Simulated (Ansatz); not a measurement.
# SiGe2 (singlet): the correlation ladder, cc-pVDZ

An exercise on one series of results from a longer session: the logs are not shown, and one member is left open.

Computed with Ansatz 0.2.0, Gaussian basis. Level: cc-pVDZ, core rule «outside noble gas», up to 33 orbitals frozen.

To be run: UHF; CCSD(T) on RHF; BCCD(T) on RHF; CISD; CCSDT(Q) on RHF; CCSDT(Q) on UHF; CCSDTQ on RHF; CASSCF and MRCISD+Q, 12 electrons in 12 orbitals; CASSCF and NEVPT2, 12 electrons in 12 orbitals.

9 further runs of the same task are left out: 5 that didn't finish, 4 set aside as unsound or not needed.

## What is computed

The geometry is a PBE0/def2-TZVP stationary point (not a proven minimum). No spin-orbit coupling is included. The filled d shell of Ge may be among the frozen orbitals whatever the setting's name suggests; the logs give the count.

3 atoms, charge 0, spin multiplicity 1.

Atoms are counted from 1 here; the program's logs count them from 0.

Bond lengths: Ge1–Si2 2.236 Å, Si2–Ge3 2.236 Å. Angles: Ge1–Si2–Ge3 82.6°.

Set-up of the first run:

in.yaml

```yaml
crystal:
  periodic: [false, false, false]
  atoms:
    - {symbol: Ge, position_ang: [0.000000, -0.272229, 1.475800]}
    - {symbol: Si, position_ang: [0.000000, 1.408179, 0.000000]}
    - {symbol: Ge, position_ang: [0.000000, -0.272229, -1.475800]}
basis:
  gaussian: {orbitals: cc-pVDZ}
magnetization: {spin_polarized: true, initial_magnetization: 0}
hamiltonian: {xc: hf}
output: {orbitals: {seedname: orbitals}}
```

Launch:

```
ansatz run in.yaml --threads 1 --pin off --events-out ev --progress --plain --max-ram 4096MiB --backend cpu
```

Steps of the session up to this table: UHF; CCSD(T) on RHF; BCCD(T) on RHF; CISD; CCSDT(Q) on RHF; CCSDT(Q) on UHF; CCSDTQ on RHF; CASSCF and MRCISD+Q, 12 electrons in 12 orbitals; CASSCF and NEVPT2, 12 electrons in 12 orbitals.

One of the session's tables, all rows but one given; the rest of the session is left out.

```
          method  from RCCSDTQ (kJ/mol)
             RHF                 +770.9
            RMP2                 +123.3
            CISD                 +155.5
           RCCSD                      ?
        RCCSD(T)                   +9.3
         BCCD(T)                   +8.7
          RCCSDT                   +6.7
       RCCSDT(Q)                   -0.8
         RCCSDTQ                      0
  CASSCF valence                 +424.5
  NEVPT2 valence                  +92.3
  MRCISD valence                  +40.4
MRCISD+Q valence                   +1.3
```

Estimate the missing values for RCCSD.

As computed: from RCCSDTQ (kJ/mol): +64.1. In the column «from RCCSDTQ (kJ/mol)» it lies between MRCISD valence (+40.4) and NEVPT2 valence (+92.3).
